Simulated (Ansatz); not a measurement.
# CH7BOSSi: the cost of one run

Computed with Ansatz 0.2.0, Gaussian basis. Level: functionals in def2-TZVPP, the program's frozen cores in correlated methods.

Levels to be run: PBE-D4, r2SCAN-D4, PBE0-D4, B3LYP-D4, ωB97X-V, ωB97M-V, B2PLYP; CCSD(T)/def2-TZVPP; MP2/def2-QZVPP; extrapolation to the limit.

### Step 1. The relaxed structure

All runs share one geometry, relaxed beforehand with PBE0-D4 in a triple-zeta def2 set.

SMILES `CS[SiH2]BO`, 12 atoms, charge 0, spin multiplicity 1.

Atoms are counted from 1 here; the program's logs count them from 0.

Bond lengths: C1–S2 1.816 Å, C1–H6 1.090 Å, C1–H7 1.090 Å, C1–H8 1.090 Å, S2–Si3 2.137 Å, Si3–B4 2.033 Å, Si3–H9 1.487 Å, Si3–H10 1.499 Å, B4–O5 1.351 Å, B4–H11 1.200 Å, O5–H12 0.962 Å. Angles: S2–C1–H6 106.8°, S2–C1–H7 111.6°, S2–C1–H8 111.1°, H6–C1–H7 108.6°, H6–C1–H8 108.7°, H7–C1–H8 109.9°, C1–S2–Si3 99.5°, S2–Si3–B4 109.7°, S2–Si3–H9 105.0°, S2–Si3–H10 109.8°, B4–Si3–H9 113.0°, B4–Si3–H10 110.5°, H9–Si3–H10 108.6°, Si3–B4–O5 122.8°, Si3–B4–H11 121.7°, O5–B4–H11 115.5°, B4–O5–H12 114.1°.

### Step 2. PBE-D4 (GGA)

The input, in.yaml:

```yaml
crystal:
  periodic: [false, false, false]
  atoms:
    - {symbol: C, position_ang: [-1.553180, 0.748450, 0.988106]}
    - {symbol: S, position_ang: [-0.070112, 0.309379, 1.938774]}
    - {symbol: Si, position_ang: [1.326951, 0.101798, 0.334658]}
    - {symbol: B, position_ang: [0.668171, -1.313416, -0.967371]}
    - {symbol: O, position_ang: [0.267601, -1.021314, -2.223966]}
    - {symbol: H, position_ang: [-2.354140, 0.907374, 1.709663]}
    - {symbol: H, position_ang: [-1.848433, -0.054305, 0.311746]}
    - {symbol: H, position_ang: [-1.401294, 1.670914, 0.426738]}
    - {symbol: H, position_ang: [2.612763, -0.262364, 0.987429]}
    - {symbol: H, position_ang: [1.500028, 1.418059, -0.362010]}
    - {symbol: H, position_ang: [0.563360, -2.464944, -0.647396]}
    - {symbol: H, position_ang: [0.365285, -0.094732, -2.462371]}
basis:
  gaussian: {orbitals: def2-TZVPP}
hamiltonian: {xc: pbe, dispersion: d4}
output: {forces: true, orbitals: {seedname: orbitals}}
```

Launch:

```sh
> ansatz run in.yaml --threads 4 --pin off --events-out ev --progress --plain --max-ram 10444MiB
```

**Question.** How long does this run take on 4 threads of Arm Neoverse V1, shared host, and how much memory does it need?

About 3.2 s, with a peak of 0.39 GiB.
